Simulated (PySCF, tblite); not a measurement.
# C5H13F3Si2: geometry, infrared bands and NMR shifts

Aim: predict the infrared bands and NMR shifts of C5H13F3Si2 (`C[SiH2][C@H](C)[SiH2]CC(F)(F)F`).

Computed with tblite 0.8.0 and PySCF 2.14.0, with density-fitted response routines of our own, on a single molecule in the gas phase. Atoms count from 0, in the outputs and in this text.

### 1 The starting structure

23 atoms, charge 0, multiplicity 1; geometry from: force field or distance geometry start.

Bonds of the start (Å): C0–Si1 1.86, Si1–C2 1.89, C2–C3 1.54, C2–Si4 1.84, Si4–C5 1.85, C5–C6 1.53, C6–F7 1.39, C6–F8 1.38, C6–F9 1.38, C0–H10 1.10, C0–H11 1.10, C0–H12 1.13, Si1–H13 1.47, Si1–H14 1.48, C2–H15 1.11, C3–H16 1.11, C3–H17 1.10, C3–H18 1.10, Si4–H19 1.50, Si4–H20 1.49, C5–H21 1.11, C5–H22 1.09.

### 2 Geometry optimisation with GFN2-xTB

Job settings and geometry (Å):

```
{"job": {"kind": "relax", "xc": "GFN2-xTB", "basis": "xTB"}, "charge": 0, "multiplicity": 1}
C     -1.945800    -1.807800    -0.446000
Si    -2.251300    -0.132700     0.301500
C     -0.612300     0.781200     0.521500
C     -0.934200     2.268000     0.299500
Si     0.566500     0.221900    -0.773200
C      1.801300    -1.024700    -0.184900
C      3.156100    -0.313000    -0.127100
F      4.172300    -1.145200     0.316300
F      3.457800     0.068400    -1.414600
F      3.061800     0.838800     0.634400
H     -1.719900    -1.655000    -1.515700
H     -1.198700    -2.395800     0.104300
H     -2.922600    -2.370800    -0.384000
H     -3.077500     0.696900    -0.579900
H     -2.964800    -0.264100     1.588200
H     -0.235700     0.641100     1.556700
H     -0.854800     2.861200     1.236300
H     -1.957500     2.309600    -0.097200
H     -0.155000     2.645400    -0.383400
H      1.327700     1.435500    -1.205200
H     -0.185900    -0.354400    -1.922800
H      1.532900    -1.480900     0.792500
H      1.935000    -1.796500    -0.948000
```

On the command line:

```sh
> OMP_NUM_THREADS=1 python probes_run.py task.json out
```

The driver reads the jobs from task.json and runs them one after another.

**Question.** This job is followed by: GFN2-xTB harmonic vibrations, gas phase; GIAO PBE0/pcSseg-1 NMR shielding, non-relativistic, gas phase. Predict these results of the whole session: strongest single infrared mode (GFN2-xTB); zero-point energy (GFN2-xTB); 13C shifts against TMS (PBE0/pcSseg-1); 1H shifts against TMS (PBE0/pcSseg-1, means over atoms taken as alike); 29Si shifts against TMS (PBE0/pcSseg-1); 19F shifts against CFCl3 (PBE0/pcSseg-1, means over atoms taken as alike).

The runs gave:

| quantity | value |
| --- | --- |
| strongest single infrared mode (GFN2-xTB) | 2228 cm⁻¹, 515 km/mol |
| zero-point energy (GFN2-xTB) | 103.9 kcal/mol |
| 13C shifts against TMS (PBE0/pcSseg-1) | 137.6, 22.4, 14.2, 2.3, -5.7 ppm |
| 1H shifts against TMS (PBE0/pcSseg-1, means over atoms taken as alike) | 4.40, 4.30, 4.12, 4.07, 1.64, 1.59, 1.24, 0.76, 0.22 ppm |
| 29Si shifts against TMS (PBE0/pcSseg-1) | -31.4, -36.7 ppm |
| 19F shifts against CFCl3 (PBE0/pcSseg-1, means over atoms taken as alike) | -70.6 ppm |

In words: Over 284 steps the energy fell by 1.088 eV; of the close pairs, Si4–C5 changed most, 1.851 to 1.916 Å. All 63 modes are real, so the xTB geometry is a minimum. The strongest single mode, at 2228 cm⁻¹, moves mainly H20. GFN2-xTB is a fitted tight-binding method: band positions and strengths are rough. Its intensities can rank the bands wrongly. At PBE0/pcSseg-1: Shielding is most anisotropic at F7, F8, F9 (span 183 ppm, paramagnetic term -234 ppm).
